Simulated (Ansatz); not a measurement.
# HF/STO-3G run of SnNH4F (SMILES [NH2][SnH2][F])

Aim: the electronic atomisation energy of SnNH4F at HF/STO-3G, from 5 runs. 

The results are computed with Ansatz 0.2.0.

59 further runs of the same task are left out: 1 that didn't finish, 58 set aside as unsound or not needed.

### 1 Starting point

SnNH4F: 7 atoms, total charge 0, spin state singlet. As SMILES, `[NH2][SnH2][F]`. The shape is that of a PBE0-D4/def2-TZVP optimisation. This is one conformer, not always the lowest.

Bond lengths: N1–Sn2 1.995 Å, Sn2–F3 1.926 Å, N1–H4 1.008 Å, N1–H5 1.008 Å, Sn2–H6 1.699 Å, Sn2–H7 1.699 Å. Angles: N1–Sn2–F3 105.2°, N1–Sn2–H6 111.6°, N1–Sn2–H7 111.8°, F3–Sn2–H6 103.8°, F3–Sn2–H7 103.8°, Sn2–N1–H4 117.7°, Sn2–N1–H5 117.8°, H6–Sn2–H7 119.0°, H4–N1–H5 110.3°.

### 2 A single-point energy at HF/STO-3G

Input file input.yaml:

```yaml
crystal:
  periodic: [false, false, false]
  atoms:
    - {symbol: N, position_ang: [-0.824600, 0.088300, -0.943000]}
    - {symbol: Sn, position_ang: [0.497700, -0.065100, 0.542900]}
    - {symbol: F, position_ang: [0.233900, -1.827500, 1.272400]}
    - {symbol: H, position_ang: [-1.584200, 0.741400, -0.829600]}
    - {symbol: H, position_ang: [-0.469500, 0.125500, -1.885700]}
    - {symbol: H, position_ang: [0.113100, 0.971100, 1.833800]}
    - {symbol: H, position_ang: [2.094900, -0.101800, -0.036600]}
basis:
  gaussian:
    orbitals: STO-3G
hamiltonian:
  xc: hf
accuracy: high
output:
  orbitals: {seedname: orbitals}
```

Started as:

```sh
ansatz run input.yaml --threads 1 --pin off --max-ram 3480MiB --events-out events.jsonl --progress --plain --runs-dir runs
```

Output:

```text
Warning: RAYON_NUM_THREADS=1 ignored (pool sized by the plan → 1); use --threads N
Functional definition: HF
  name "HF"
  exchange = exact_x
  correlation = 0
795 factors; integrals over basis functions are off by at most 3.9e-9 eV
mean field evaluation 1: about -166460.9730 eV, gradient 2.0e1 eV
mean field evaluation 2: about -166461.0385 eV, gradient 2.0e1 eV
mean field evaluation 4: about -166463.1421 eV, gradient 1.4e0 eV
mean field evaluation 8: about -166463.1541 eV, gradient 1.1e-3 eV
mean field -166463.15412951 eV, -6117.4080814811 hartree, gradient 1.9e-8 eV, S^2 0.000000; 0 other end points of the search recorded, 0 dependent functions left out
reference -166463.15412951 eV, -6117.4080814811 hartree; 35, 35 occupied and 6, 6 virtual orbitals, 795 factors
Total energy: -166463.15412951 eV, -6117.4080814811 hartree
```

Run time: 0.8 s. Hardware: 1 thread of Intel Xeon Platinum 8488C (Sapphire Rapids), shared host; peak memory 0.12 GiB.

### 3 The F atom, same level

Input file run.yaml:

```yaml
basis:
  gaussian:
    orbitals: STO-3G
crystal:
  periodic: [false, false, false]
  atoms:
    - symbol: F
      position_ang: [0.000000, 0.000000, 0.000000]
magnetization:
  spin_polarized: true
  initial_magnetization: 1
hamiltonian:
  xc: hf
accuracy: high
```

Run the same way, it converges to -97.98651 Eh (log not shown).

### 4 The H atom, same level

Input file molecule.yaml:

```yaml
crystal:
  periodic: [false, false, false]
  atoms:
    - {symbol: H, position_ang: [0.000000, 0.000000, 0.000000]}
basis:
  gaussian: {orbitals: STO-3G}
total_charge: 0
accuracy: high
magnetization: {spin_polarized: true, initial_magnetization: 1}
hamiltonian: {xc: hf}
```

Run the same way, it converges to -0.46658 Eh (log not shown).

### 5 The N atom

Input file molecule.yaml:

```yaml
crystal:
  periodic: [false, false, false]
  atoms:
    - {symbol: N, position_ang: [0.000000, 0.000000, 0.000000]}
basis:
  gaussian:
    orbitals: STO-3G
magnetization:
  spin_polarized: true
  initial_magnetization: 3
hamiltonian:
  xc: hf
accuracy: high
```

Run the same way, it converges to -53.71901 Eh (log not shown).

### 6 The Sn atom at the same level

Input file job.yaml:

```yaml
basis:
  gaussian: {orbitals: STO-3G}
crystal:
  periodic: [false, false, false]
  atoms:
    - symbol: Sn
      position_ang: [0.000000, 0.000000, 0.000000]
magnetization: {spin_polarized: true, initial_magnetization: 2}
hamiltonian: {xc: hf}
accuracy: high
```

Started as:

```sh
ansatz run job.yaml --threads 1 --pin off --max-ram 3480MiB --events-out events.jsonl --progress --plain --runs-dir runs
```

Output:

```text
Warning: RAYON_NUM_THREADS=1 ignored (pool sized by the plan → 1); use --threads N
[... 4 set-up lines as earlier in the session ...]
251 factors; integrals over basis functions are off by at most 4.4e-9 eV
mean field evaluation 1: about -162267.0911 eV, gradient 4.3e-1 eV
mean field evaluation 2: about -162267.1048 eV, gradient 4.3e-1 eV
mean field evaluation 4: about -162267.1053 eV, gradient 2.9e-6 eV
mean field evaluation 8: about -162267.1053 eV, gradient 7.5e-2 eV
mean field evaluation 16: about -162267.1053 eV, gradient 3.9e-9 eV
mean field -162267.10534539 eV, -5963.2061328489 hartree, gradient 3.9e-9 eV, S^2 2.000002; 0 other end points of the search recorded, 0 dependent functions left out
reference -162267.10534539 eV, -5963.2061328489 hartree; 26, 24 occupied and 1, 3 virtual orbitals, 251 factors
Total energy: -162267.10534539 eV, -5963.2061328489 hartree
```

It took 0.3 s on 1 thread of Intel Xeon Platinum 8488C (Sapphire Rapids), shared host.

### 7 Outcome

Level: HF/STO-3G.

| quantity | value |
| --- | --- |
| molecule: total energy | -6117.40808 Eh |
| molecule: HOMO energy | -7.82 eV |
| molecule: LUMO energy | 10.48 eV |
| molecule: HOMO–LUMO gap | 18.30 eV |
| F atom: total energy | -97.98651 Eh |
| F atom: ⟨S²⟩ | 0.750 |
| H atom: total energy | -0.46658 Eh |
| H atom: ⟨S²⟩ | 0.750 |
| N atom: total energy | -53.71901 Eh |
| N atom: ⟨S²⟩ | 3.750 |
| Sn atom: total energy | -5963.20613 Eh |
| Sn atom: ⟨S²⟩ | 2.000 |
| electronic atomisation energy | 17.146 eV |

In words: Taking the molecule apart into free atoms costs 17.15 eV (395 kcal/mol), before zero-point energy and without spin-orbit coupling. Hartree–Fock lacks the correlation of the bonding pairs, which as a rule makes this value much too low; in minimal bases other errors can mask that. In a minimal basis such a difference can be off by several eV, whatever the method. Relativity is left out (molecule) although the molecule holds a heavy atom. Relativity is left out (Sn atom) although the molecule holds a heavy atom.
